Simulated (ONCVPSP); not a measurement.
# Pseudopotential generation for W: ONCV, PBE

Do these settings give a usable potential? It is generated, then checked for transferability, scattering, ghosts and hardness.

Program: ONCVPSP 4.0.1.1 (patched build). Reference atom: PBE, scalar-relativistic, spherical and spin-unpolarised. All values are calculated.

## (1) The atom and the settings

Typed settings, in words:

```
element                 : tungsten (W, Z = 74)
type                    : optimised norm-conserving Vanderbilt (ONCV)
frozen core             : [Xe] 4f14
valence charge          : 6
reference configuration : 5d4 6s2
partial waves           : 6s: rc 2.25 bohr, ncon 4, nbas 8, qcut 2.5 1/bohr, 2 projectors, debl 1.7 Ha; p scattering state at 0.3 Ha: rc 2.60 bohr, ncon 4, nbas 8, qcut 2.7 1/bohr, 1 projector; 5d: rc 2.85 bohr, ncon 4, nbas 8, qcut 5.6 1/bohr, 3 projectors, debl 2 Ha
local potential         : polynomial inside 1.60 bohr (lpopt 5, dvloc0 0 Ha)
core correction         : Teter function fitted to the true core (icmod 2), fcfact 0.45
```

An earlier all-electron run gives the scale for the radii.

All-electron outer shells of the reference configuration (PBE, scalar-relativistic, ld1.x):

| shell | level (eV) | outermost node (bohr) | outermost maximum (bohr) |
| --- | --- | --- | --- |
| 4f | -33.21 | – | 0.43 |
| 6s | -5.71 | 1.28 | 2.67 |
| 5d | -4.48 | 0.63 | 1.49 |
| 6p | -1.36 | 1.54 | 3.75 |

## (2) Generation

File W.dat:

```
# ATOM AND REFERENCE CONFIGURATION
# atsym  z   nc   nv     iexc    psfile
  W 74.00   12    2        4      upf
#
#   n    l    f
    1    0    2.00
    2    0    2.00
    2    1    6.00
    3    0    2.00
    3    1    6.00
    3    2   10.00
    4    0    2.00
    4    1    6.00
    4    2   10.00
    4    3   14.00
    5    0    2.00
    5    1    6.00
    5    2    4.00
    6    0    2.00
#
# PSEUDOPOTENTIAL AND OPTIMIZATION
# lmax
    2
#
#   l,   rc,      ep,       ncon, nbas, qcut
    0    2.25    0.00    4    8    2.50
    1    2.60    0.30    4    8    2.70
    2    2.85    0.00    4    8    5.60
#
# LOCAL POTENTIAL
# lloc, lpopt,  rc(5),   dvloc0
    4    5    1.60    0.00
#
# VANDERBILT-KLEINMAN-BYLANDER PROJECTORs
# l, nproj, debl
    0    2    1.70
    1    1    3.50
    2    3    2.00
#
# MODEL CORE CHARGE
# icmod, fcfact, rcfact
    2    0.45    1.10
#
# LOG DERIVATIVE ANALYSIS
# epsh1, epsh2, depsh
   -2.00    5.00    0.02
#
# OUTPUT GRID
# rlmax, drl
    6.00    0.01
#
# TEST CONFIGURATIONS
# ncnf
    4
# nvcnf
#   n    l    f
    2
    5    2    4.00
    6    0    1.00
#
    2
    5    2    4.00
    6    0    0.00
#
    2
    5    2    3.00
    6    0    0.00
#
    2
    5    2    5.00
    6    0    1.00
#
```

Command:

```sh
$ oncvpsp.x < W.dat > W.out
```

Before running it: what results should come out? Wanted: cutoffs for 1 and 0.1 mHa per electron, occupied waves; bound ghosts; GHOST(+) flags; largest test error; largest phase difference near zero energy, channels read; rms error of d²Exc/dn², without and with the model core; projector energies reset by the program.

As calculated:

```
                                                quantity                           value
  cutoffs for 1 and 0.1 mHa per electron, occupied waves                 11 Ha and 18 Ha
                                            bound ghosts  s at -28.48 eV, p at -24.41 eV
                                          GHOST(+) flags              none at low energy
                            largest test error (AE − PS)            -82 meV, for 5d3 6s0
largest phase difference near zero energy, channels read                       0.012 rad
 rms error of d²Exc/dn², without and with the model core               7.53 and 1.43 mHa
                 projector energies reset by the program                     p: 0.050 Ha
```

**Reading.** It has a bound ghost (s, p), a state that the atom doesn't have, and that rules the file out. The worst unpolarised test, 5d3 6s0, is off by 82 meV on 49.9 eV; by total energies transferability rates as fair. That test lies far up in energy; among those under 40 eV, nearer to bonding, the largest error is 29 meV. By its cutoff, 11 Ha for the looser tolerance, it is soft on the atom. At the looser tolerance the 5d wave is the slowest; 6s needs 3 Ha. Near zero energy the phases of the channels with partial waves agree within 0.012 rad. The pseudo curves have a pole with no partner nearby in the atom's: s at -1.04 Ha.
